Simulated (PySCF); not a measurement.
# C9H9F: the cost of one run

Computed with PySCF 2.14.0, with density-fitted response routines of our own, on a single molecule, in the gas phase or a continuum. Atoms count from 0, in the outputs and in this text.

## (1) The starting structure

19 atoms, charge 0, multiplicity 1; geometry from: GFN2-xTB. The atoms were then displaced at random by about 0.01 Å, so the start is not that level's minimum.

Bonds of the start (Å): C0–C1 1.35, C1–C2 1.51, C2–C3 1.46, C3–C4 1.40, C4–C5 1.39, C5–C6 1.38, C6–F7 1.35, C6–C8 1.38, C8–C9 1.39, C9–C3 1.42, C0–H10 1.05, C0–H11 1.08, C1–H12 1.10, C2–H13 1.08, C2–H14 1.10, C4–H15 1.08, C5–H16 1.08, C8–H17 1.07, C9–H18 1.08.

## (2) Optimising the geometry at PBE0-D3(BJ)/def2-SVP

What the job is given:

```
{"job": {"xc": "PBE0", "basis": "def2-SVP", "d3": "d3bj", "grid": 1, "shake": 0.01, "kind": "geom"}, "charge": 0, "multiplicity": 1}
C      3.160400    -0.379570     0.454610
C      2.197290     0.322750    -0.182100
C      1.186650    -0.278370    -1.136360
C     -0.148530    -0.091710    -0.577970
C     -0.934600     1.025190    -0.901390
C     -2.197270     1.224180    -0.357510
C     -2.687030     0.261700     0.507500
F     -3.915110     0.440120     1.026170
C     -1.973250    -0.857200     0.868360
C     -0.714690    -1.033480     0.314040
H      3.256340    -1.418100     0.316540
H      3.833860     0.118340     1.138000
H      2.064540     1.401580    -0.026030
H      1.268720     0.227120    -2.089250
H      1.418550    -1.347790    -1.261060
H     -0.529660     1.785130    -1.560510
H     -2.781730     2.100190    -0.598770
H     -2.400410    -1.580920     1.534970
H     -0.134790    -1.912070     0.566670
```

On the command line:

```bash
> OMP_NUM_THREADS=1 python probes_run.py task.json out
```

The driver reads the jobs from task.json and runs them one after another.

**Question.** How long does this first job take on 1 thread of Arm Neoverse V1, shared host, and how much memory does it need?

About 3.9 min, with a peak of 0.81 GiB.
